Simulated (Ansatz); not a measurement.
Born–Oppenheimer molecular dynamics of a periodic cell of 17 atoms, Mg8HO8 (host MgO, host structure Fm-3m, interstitial H), cell charge +1. It goes on from the last frame of an earlier run, with new velocities.

The calculation used Ansatz 0.2.0, DFT PBEsol, scalar-relativistic, plane waves, PAW. Settings: accuracy low, cutoff 420 eV, k mesh 2x2x2, fermi-dirac smearing 0.02 eV, no spin polarisation.

| Property | Result |
| --- | --- |
| ensemble | NVT, Nosé–Hoover chain |
| time step | 0.5 fs |
| steps asked | 300 |
| set temperature | 1680 K |
| thermostat | time constant 50 fs, chain length 3 |
| seed | 417202 |

Frames 10 fs apart, positions in Å, forces in eV/Å.

Velocities at 30.0 fs (Å/ps):

```
Mg 5.92 6.18 1.51
O 2.10 -5.18 0.86
Mg -8.75 -9.17 14.68
O -7.87 0.72 -6.57
Mg -5.19 2.70 3.01
O 6.68 9.64 -0.94
Mg 0.36 -2.80 6.62
O -14.48 1.81 -5.44
Mg 4.73 4.12 -3.82
O 4.05 -5.87 -6.30
Mg 9.36 -6.15 15.07
O -10.00 5.16 -11.70
Mg -11.57 5.37 -4.59
O 14.93 -3.38 -28.42
Mg 3.84 -2.33 6.25
O 5.97 -0.38 1.51
H 9.21 9.84 -29.12
```

```xyz
17
Lattice="0.0000 3.9830 3.9830 3.9830 0.0000 3.9830 3.9830 3.9830 0.0000" Properties=species:S:1:pos:R:3:forces:R:3 time_fs=30.0 energy_less_start_eV=0.491 T=1537
Mg -0.032 -0.259 0.064 -0.34 -0.06 -0.43
O 1.816 1.848 1.931 -0.52 0.08 0.48
Mg 2.078 1.976 -0.112 1.19 -2.50 1.47
O 3.873 3.793 2.022 0.19 0.72 0.21
Mg 1.816 -0.272 1.850 0.23 0.62 1.02
O 4.098 1.716 3.824 -3.18 1.88 2.01
Mg 3.592 1.864 1.959 3.49 -0.77 -0.94
O 5.989 3.730 3.902 -0.80 2.72 0.47
Mg -0.039 1.935 2.027 -0.68 -2.20 0.09
O 1.885 3.997 3.945 0.91 -1.85 -0.53
Mg 1.951 3.857 1.987 -1.05 -0.97 -0.21
O 4.098 5.833 4.135 -1.86 -0.58 -2.45
Mg 1.982 1.683 3.922 -0.38 0.91 0.58
O 3.750 3.782 5.900 1.45 0.78 0.99
Mg 3.957 3.857 4.017 -0.20 0.32 -1.06
O 5.866 5.692 5.941 0.83 1.97 -0.50
H 4.704 5.188 7.260 0.71 -1.07 -1.21
17
Lattice="0.0000 3.9830 3.9830 3.9830 0.0000 3.9830 3.9830 3.9830 0.0000" Properties=species:S:1:pos:R:3:forces:R:3 time_fs=40.0 energy_less_start_eV=0.887 T=1460
Mg 0.007 -0.196 0.065 -1.98 -0.37 -1.25
O 1.829 1.796 1.954 0.58 0.02 0.37
Mg 2.021 1.859 0.055 2.06 0.98 -0.66
O 3.820 3.816 1.964 1.92 -0.02 0.22
Mg 1.778 -0.238 1.900 1.62 -0.34 0.65
O 4.106 1.813 3.829 -1.67 -1.11 0.21
Mg 3.659 1.826 1.988 1.78 -0.09 -3.58
O 5.852 3.805 3.860 2.30 0.04 0.56
Mg -0.015 1.932 1.993 -2.08 -1.51 0.29
O 1.944 3.882 3.893 -0.23 -1.18 2.44
Mg 2.017 3.787 2.112 -2.42 1.00 -3.55
O 3.948 5.869 3.967 -0.44 -0.36 0.19
Mg 1.863 1.750 3.896 0.31 0.17 1.78
O 3.921 3.780 5.706 -0.54 1.12 6.43
Mg 3.991 3.845 4.028 -0.82 0.90 -4.74
O 5.933 5.736 5.946 -0.96 0.69 0.01
H 4.713 5.366 7.083 0.57 0.06 0.63
17
Lattice="0.0000 3.9830 3.9830 3.9830 0.0000 3.9830 3.9830 3.9830 0.0000" Properties=species:S:1:pos:R:3:forces:R:3 time_fs=50.0 energy_less_start_eV=0.398 T=1836
Mg -0.027 -0.144 0.016 -1.53 -0.35 -1.71
O 1.871 1.747 2.002 0.58 0.66 0.62
Mg 2.038 1.765 0.211 -0.60 1.00 -2.19
O 3.863 3.841 1.918 0.49 -0.67 0.01
Mg 1.801 -0.213 1.976 2.10 -0.32 -0.20
O 4.021 1.855 3.850 1.25 -0.94 -0.99
Mg 3.808 1.777 1.897 -0.41 0.12 -2.27
O 5.834 3.897 3.856 2.32 -1.11 1.56
Mg -0.065 1.872 1.963 -0.80 0.38 -1.01
O 1.996 3.700 3.963 -0.64 1.54 1.30
Mg 1.998 3.747 2.114 -1.17 1.32 -2.63
O 3.774 5.882 3.803 2.53 -0.39 2.52
Mg 1.753 1.825 3.934 1.10 -0.88 0.88
O 4.072 3.841 5.823 -1.59 0.07 1.45
Mg 3.993 3.861 3.894 -1.29 -0.09 0.66
O 5.947 5.824 5.955 -2.27 -0.74 0.77
H 4.817 5.696 7.066 -0.08 0.40 1.25
17
Lattice="0.0000 3.9830 3.9830 3.9830 0.0000 3.9830 3.9830 3.9830 0.0000" Properties=species:S:1:pos:R:3:forces:R:3 time_fs=60.0 energy_less_start_eV=1.153 T=1622
Mg -0.119 -0.107 -0.094 0.72 -0.53 0.89
O 1.947 1.736 2.085 -0.14 1.12 -0.08
Mg 2.047 1.704 0.292 -1.99 -0.43 -2.80
O 3.941 3.829 1.870 -0.85 -0.44 -0.09
Mg 1.906 -0.200 2.050 1.22 0.16 -0.64
O 3.967 1.857 3.859 0.85 0.57 0.77
Mg 3.965 1.732 1.723 -1.18 1.16 1.87
O 5.939 3.929 3.942 -1.31 -1.35 1.41
Mg -0.152 1.821 1.899 0.36 1.13 -0.36
O 2.016 3.608 4.112 0.00 4.12 -1.34
Mg 1.935 3.757 2.014 1.49 0.46 0.07
O 3.733 5.870 3.768 2.82 -0.75 1.79
Mg 1.681 1.867 4.008 1.99 -1.56 -0.92
O 4.127 3.903 6.051 -2.95 -1.72 -2.52
Mg 3.947 3.880 3.761 -0.85 -0.09 2.26
O 5.848 5.876 6.001 0.21 -1.41 0.53
H 4.725 6.243 7.326 -0.38 -0.44 -0.85
17
Lattice="0.0000 3.9830 3.9830 3.9830 0.0000 3.9830 3.9830 3.9830 0.0000" Properties=species:S:1:pos:R:3:forces:R:3 time_fs=70.0 energy_less_start_eV=2.284 T=1189
Mg -0.189 -0.091 -0.163 2.35 -0.85 4.79
O 2.020 1.787 2.163 -0.41 0.50 -1.49
Mg 1.984 1.637 0.269 -0.58 1.29 -1.47
O 3.978 3.792 1.820 -0.60 0.37 0.61
Mg 2.060 -0.180 2.105 -1.39 0.53 -0.13
O 3.963 1.889 3.901 0.10 0.15 0.71
Mg 4.066 1.724 1.605 -4.58 0.75 3.36
O 5.979 3.885 4.101 -2.84 -0.50 -2.10
Mg -0.228 1.809 1.823 1.54 0.67 1.73
O 2.030 3.730 4.194 -0.59 0.57 -2.07
Mg 1.915 3.785 1.911 0.65 -0.95 2.84
O 3.841 5.817 3.830 -0.69 -0.12 -1.40
Mg 1.690 1.861 4.049 3.40 0.50 -2.15
O 4.028 3.876 6.128 -0.51 -1.30 -5.40
Mg 3.866 3.897 3.709 0.54 -0.72 1.58
O 5.762 5.851 6.084 2.90 -0.69 0.44
H 4.535 6.224 7.162 0.70 -0.21 0.15
17
Lattice="0.0000 3.9830 3.9830 3.9830 0.0000 3.9830 3.9830 3.9830 0.0000" Properties=species:S:1:pos:R:3:forces:R:3 time_fs=80.0 energy_less_start_eV=2.148 T=1381
Mg -0.174 -0.109 -0.080 1.66 -1.70 0.44
O 2.073 1.868 2.159 -0.46 -0.82 -1.73
Mg 1.899 1.625 0.190 3.40 4.17 1.63
O 3.981 3.775 1.803 -0.27 0.79 1.16
Mg 2.158 -0.139 2.153 -5.35 0.15 -0.55
O 3.982 1.935 3.958 -1.65 -0.91 0.27
Mg 4.008 1.752 1.613 -2.07 0.96 2.79
O 5.869 3.808 4.143 -0.08 0.44 -3.73
Mg -0.246 1.822 1.811 2.19 -0.29 3.13
O 2.005 3.886 4.160 -1.71 -3.95 -1.44
Mg 1.923 3.780 1.913 -0.31 -0.67 3.11
O 3.934 5.758 3.826 -1.01 1.27 -1.41
Mg 1.823 1.865 4.014 0.86 0.52 -0.79
O 3.897 3.772 5.937 2.83 0.40 0.04
Mg 3.801 3.891 3.720 2.28 -0.97 0.82
O 5.811 5.781 6.190 0.20 -0.01 -1.24
H 4.660 5.824 7.259 -0.50 0.63 -2.52
17
Lattice="0.0000 3.9830 3.9830 3.9830 0.0000 3.9830 3.9830 3.9830 0.0000" Properties=species:S:1:pos:R:3:forces:R:3 time_fs=90.0 energy_less_start_eV=1.229 T=1986
Mg -0.090 -0.189 0.035 0.21 -0.94 -2.14
O 2.092 1.904 2.057 -1.97 -1.74 -0.39
Mg 1.908 1.757 0.148 2.66 0.86 0.36
O 3.964 3.799 1.857 -0.36 0.20 1.18
Mg 2.076 -0.092 2.175 -2.22 -1.22 -2.43
O 3.962 1.924 3.964 -2.40 -1.98 1.10
Mg 3.856 1.810 1.701 2.67 -0.82 -1.13
O 5.748 3.755 3.993 2.73 1.08 0.87
Mg -0.179 1.827 1.911 1.12 -0.50 1.02
O 1.887 3.854 4.038 -0.21 -1.12 -0.10
Mg 1.917 3.753 2.026 -1.20 1.49 -0.86
O 3.973 5.766 3.755 -0.20 1.17 2.34
Mg 1.999 1.888 3.945 -2.30 -0.65 1.20
O 3.893 3.690 5.715 0.44 2.14 2.60
Mg 3.814 3.850 3.770 0.98 1.04 1.27
O 5.873 5.710 6.229 -1.64 0.92 -2.86
H 4.543 5.901 7.206 1.68 0.07 -2.02
17
Lattice="0.0000 3.9830 3.9830 3.9830 0.0000 3.9830 3.9830 3.9830 0.0000" Properties=species:S:1:pos:R:3:forces:R:3 time_fs=100.0 energy_less_start_eV=1.810 T=1816
Mg 0.000 -0.297 0.081 -2.49 2.26 -1.66
O 1.999 1.849 1.929 -1.80 -0.46 1.48
Mg 2.017 1.933 0.121 0.05 -2.04 -2.01
O 3.923 3.835 1.974 -0.89 -0.62 -0.56
Mg 1.898 -0.084 2.103 1.15 -1.65 -3.36
O 3.911 1.804 3.910 2.69 -0.24 -1.91
Mg 3.782 1.841 1.758 2.86 -2.01 -0.87
O 5.775 3.764 3.876 2.65 1.53 2.57
Mg -0.064 1.816 2.045 -0.46 0.45 -2.59
O 1.764 3.744 3.913 3.43 1.34 2.39
Mg 1.869 3.771 2.114 -0.56 1.30 -3.24
O 3.993 5.837 3.811 -0.59 -0.94 3.03
Mg 2.099 1.885 3.913 -3.51 -1.77 1.54
O 3.927 3.719 5.642 -1.32 1.04 4.21
Mg 3.868 3.836 3.866 -0.35 0.93 -0.01
O 5.839 5.695 6.122 -0.95 1.80 -0.98
H 4.636 6.034 7.075 0.08 -0.90 1.97
17
Lattice="0.0000 3.9830 3.9830 3.9830 0.0000 3.9830 3.9830 3.9830 0.0000" Properties=species:S:1:pos:R:3:forces:R:3 time_fs=110.0 energy_less_start_eV=0.795 T=2367
Mg 0.006 -0.324 0.061 -1.91 3.73 -0.94
O 1.815 1.765 1.871 2.44 1.14 0.72
Mg 2.150 2.040 0.037 -1.44 -1.88 -0.03
O 3.830 3.839 2.067 -0.57 -0.53 -1.19
Mg 1.754 -0.141 1.913 2.36 -0.85 0.29
O 3.945 1.647 3.813 2.89 1.55 -0.43
Mg 3.819 1.804 1.803 -1.06 -0.43 2.21
O 5.949 3.858 3.889 -0.25 0.31 0.70
Mg 0.033 1.819 2.100 -2.69 0.40 -1.73
O 1.820 3.702 3.911 2.48 1.33 1.51
Mg 1.801 3.839 2.086 1.22 -0.21 -2.37
O 3.984 5.853 4.015 0.21 -2.06 -2.23
Mg 2.074 1.818 3.937 -1.40 -0.94 0.14
O 3.890 3.808 5.800 -1.07 -0.96 1.91
Mg 3.915 3.857 3.967 -0.03 -0.72 -0.51
O 5.760 5.778 5.955 1.06 0.74 1.76
H 4.853 5.671 7.106 -2.24 -0.63 0.19
17
Lattice="0.0000 3.9830 3.9830 3.9830 0.0000 3.9830 3.9830 3.9830 0.0000" Properties=species:S:1:pos:R:3:forces:R:3 time_fs=120.0 energy_less_start_eV=2.384 T=1595
Mg -0.057 -0.234 0.011 0.31 -1.97 1.76
O 1.760 1.741 1.860 3.15 1.19 0.15
Mg 2.215 2.068 -0.072 -3.50 -1.50 0.15
O 3.714 3.813 2.093 1.62 0.06 -1.07
Mg 1.695 -0.229 1.734 1.28 1.69 4.15
O 4.061 1.577 3.755 0.47 3.26 2.40
Mg 3.825 1.759 1.907 -1.85 1.87 0.98
O 6.104 3.956 3.956 -3.80 -3.18 0.25
Mg 0.023 1.835 2.089 -3.10 -0.48 -0.76
O 2.014 3.734 3.979 -1.09 0.59 -2.89
Mg 1.779 3.905 1.969 2.05 -1.32 0.15
O 3.988 5.769 4.111 0.79 0.52 -3.20
Mg 1.987 1.725 3.970 -0.04 2.71 -1.39
O 3.800 3.844 6.069 0.99 -2.04 -2.08
Mg 3.959 3.858 4.047 -0.01 -1.17 -1.00
O 5.749 5.897 5.866 2.38 -1.66 2.06
H 4.749 4.985 7.278 0.33 1.43 0.37
17
Lattice="0.0000 3.9830 3.9830 3.9830 0.0000 3.9830 3.9830 3.9830 0.0000" Properties=species:S:1:pos:R:3:forces:R:3 time_fs=130.0 energy_less_start_eV=2.451 T=1564
Mg -0.114 -0.193 0.018 1.07 -2.24 1.75
O 1.870 1.783 1.862 -0.79 0.21 0.44
Mg 2.165 2.044 -0.169 1.71 -0.01 1.22
O 3.693 3.788 2.053 3.23 0.25 -1.03
Mg 1.691 -0.255 1.700 1.36 2.60 3.15
O 4.209 1.677 3.838 -3.06 3.29 2.34
Mg 3.761 1.774 2.036 0.32 0.46 -2.01
O 6.051 3.898 4.031 -3.21 -1.00 -1.40
Mg -0.092 1.835 2.045 0.67 -0.66 -0.29
O 2.145 3.809 3.912 -3.27 0.21 -1.01
Mg 1.826 3.922 1.861 0.03 -1.32 3.44
O 4.026 5.708 4.036 -0.89 1.53 -0.15
Mg 1.898 1.722 3.952 0.59 2.47 -1.46
O 3.758 3.772 6.212 1.53 -0.09 -4.58
Mg 4.004 3.816 4.090 -0.20 -0.44 -1.03
O 5.862 5.922 5.892 0.45 -2.27 0.31
H 4.967 5.104 7.865 0.45 -3.01 0.30
17
Lattice="0.0000 3.9830 3.9830 3.9830 0.0000 3.9830 3.9830 3.9830 0.0000" Properties=species:S:1:pos:R:3:forces:R:3 time_fs=140.0 energy_less_start_eV=1.697 T=1931
Mg -0.152 -0.246 0.077 0.34 -0.73 -2.21
O 1.947 1.837 1.892 -2.18 -0.78 0.36
Mg 2.138 1.996 -0.219 1.40 -1.72 1.15
O 3.843 3.778 1.959 0.82 0.16 0.21
Mg 1.746 -0.191 1.799 2.67 0.04 1.37
O 4.287 1.855 4.055 -2.73 -3.04 -0.01
Mg 3.716 1.807 2.103 3.59 -0.99 -1.55
O 5.832 3.784 4.027 2.52 2.23 -2.00
Mg -0.186 1.811 1.988 2.90 -0.16 0.89
O 2.088 3.900 3.786 -1.95 -0.90 2.37
Mg 1.879 3.888 1.870 -0.66 -0.74 2.53
O 4.017 5.730 3.941 -1.43 0.76 1.18
Mg 1.835 1.810 3.883 1.09 0.52 0.41
O 3.802 3.697 6.115 0.54 2.27 -1.14
Mg 4.035 3.758 4.095 -2.87 1.57 -0.58
O 5.993 5.829 5.927 -3.08 0.13 -2.33
H 4.924 5.095 8.504 -0.97 1.38 -0.65
```

Of the whole run (150 fs, mean temperature of the second half 1821 K): The conserved energy stayed within 0.31 meV per atom of its start (net change 0.059 meV per atom), so the integration is sound. A run of 0.15 ps of so small a system gives no equilibrium averages. Limits of this set-up: coarse k mesh, low accuracy level, charged cell in a uniform background, uncorrected.

The run took 4.2 min on 1 thread of AMD EPYC 9R45 96-Core Processor (Zen 5), on a shared host, peak memory 0.52 GiB.
